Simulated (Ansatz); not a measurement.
# CH₆ClNSi: up Jacob's ladder to CCSD(T)

One table from this session's results is given with a row withheld; the runs are named, their logs left out.

Computed with Ansatz 0.2.0, Gaussian basis. Level: functionals in def2-TZVPP, the program's frozen cores in correlated methods.

The runs, in order: LDA (SPW92), PBE-D4, revPBE-D4, BLYP-D4, r2SCAN-D4, B97M-V, PBE0-D4, B3LYP-D4, r2SCANh-D4, r2SCAN0-D4, HSE06-D4, BHLYP-D4, CAM-B3LYP-D4, LC-ωPBE, ωB97X-V, ωB97M-V, B2PLYP, PBE-QIDH; CCSD(T)/def2-SVP; CCSD(T)/def2-TZVPP; MP2/def2-QZVPP; extrapolation to the limit; RPA on PBE.

**The geometry**

An earlier PBE0-D4 in a triple-zeta def2 set relaxation fixed the geometry.

10 atoms, charge 0, spin multiplicity 1.

Atoms are counted from 1 here; the program's logs count them from 0.

Bond lengths: N1–Si2 1.711 Å, N1–H5 1.007 Å, N1–H6 1.007 Å, Si2–C3 1.888 Å, Si2–H7 1.484 Å, Si2–H8 1.488 Å, C3–Cl4 1.790 Å, C3–H9 1.091 Å, C3–H10 1.091 Å. Angles: Si2–N1–H5 120.0°, Si2–N1–H6 120.4°, H5–N1–H6 111.3°, N1–Si2–C3 115.1°, N1–Si2–H7 109.3°, N1–Si2–H8 107.6°, C3–Si2–H7 106.4°, C3–Si2–H8 107.2°, H7–Si2–H8 111.3°, Si2–C3–Cl4 108.7°, Si2–C3–H9 112.6°, Si2–C3–H10 112.3°, Cl4–C3–H9 107.2°, Cl4–C3–H10 107.4°, H9–C3–H10 108.5°.

The first run:

in.yaml reads:

```yaml
crystal:
  periodic: [false, false, false]
  atoms:
    - {symbol: N, position_ang: [-1.439099, 0.296824, -0.848251]}
    - {symbol: Si, position_ang: [-0.405997, -0.626884, 0.154545]}
    - {symbol: C, position_ang: [1.227510, 0.206843, 0.603928]}
    - {symbol: Cl, position_ang: [2.099177, 0.613135, -0.906208]}
    - {symbol: H, position_ang: [-1.152620, 0.533287, -1.784597]}
    - {symbol: H, position_ang: [-2.023128, 1.014951, -0.452873]}
    - {symbol: H, position_ang: [-0.054482, -1.892347, -0.535648]}
    - {symbol: H, position_ang: [-1.131227, -0.889057, 1.427525]}
    - {symbol: H, position_ang: [1.085779, 1.137815, 1.154525]}
    - {symbol: H, position_ang: [1.877287, -0.445667, 1.189855]}
basis:
  gaussian: {orbitals: def2-TZVPP}
hamiltonian: {xc: lda}
output: {orbitals: {seedname: orbitals}}
```

The run is started by

```sh
ansatz run in.yaml --threads 2 --pin off --events-out ev --progress --plain --max-ram 4352MiB
```

Steps of the session up to this table: LDA; PBE-D4 (GGA); revPBE-D4 (GGA); BLYP-D4 (GGA); r2SCAN-D4 (meta-GGA); B97M-V (meta-GGA); B3LYP-D4 (hybrid); r2SCANh-D4 (hybrid); r2SCAN0-D4 (hybrid); HSE06-D4 (hybrid); BHLYP-D4 (hybrid); CAM-B3LYP-D4 (range-separated); LC-ωPBE (range-separated); ωB97X-V (range-separated); ωB97M-V (range-separated); B2PLYP (double hybrid); PBE-QIDH (double hybrid).

One table of the session follows, with a row left open; its other results are not shown here.

It belongs to the step «Orbital energies across the functionals». 

```
  functional  HOMO (eV)  LUMO (eV)  gap (eV)
 LDA (SPW92)      -6.20      -0.85      5.35
      PBE-D4      -6.06      -0.64      5.42
   revPBE-D4      -6.01      -0.55      5.46
     BLYP-D4      -5.95      -0.53      5.42
   r2SCAN-D4      -6.37      -0.31      6.06
      B97M-V      -6.50      -0.40      6.10
     PBE0-D4          ?          ?         ?
    B3LYP-D4      -7.23       0.08      7.31
  r2SCANh-D4      -6.89       0.06      6.94
  r2SCAN0-D4      -7.66       0.58      8.24
    HSE06-D4      -7.05      -0.04      7.01
    BHLYP-D4      -8.76       1.17      9.93
CAM-B3LYP-D4      -8.87       1.30     10.17
     LC-ωPBE     -10.24       2.56     12.80
     ωB97X-V      -9.89       2.37     12.25
     ωB97M-V      -9.77       1.98     11.75
```

**Question.** Estimate the row for PBE0-D4.

As computed: HOMO (eV): -7.45; LUMO (eV): 0.34; gap (eV): 7.79. In the column «HOMO (eV)» it lies between r2SCAN0-D4 (-7.66) and B3LYP-D4 (-7.23).
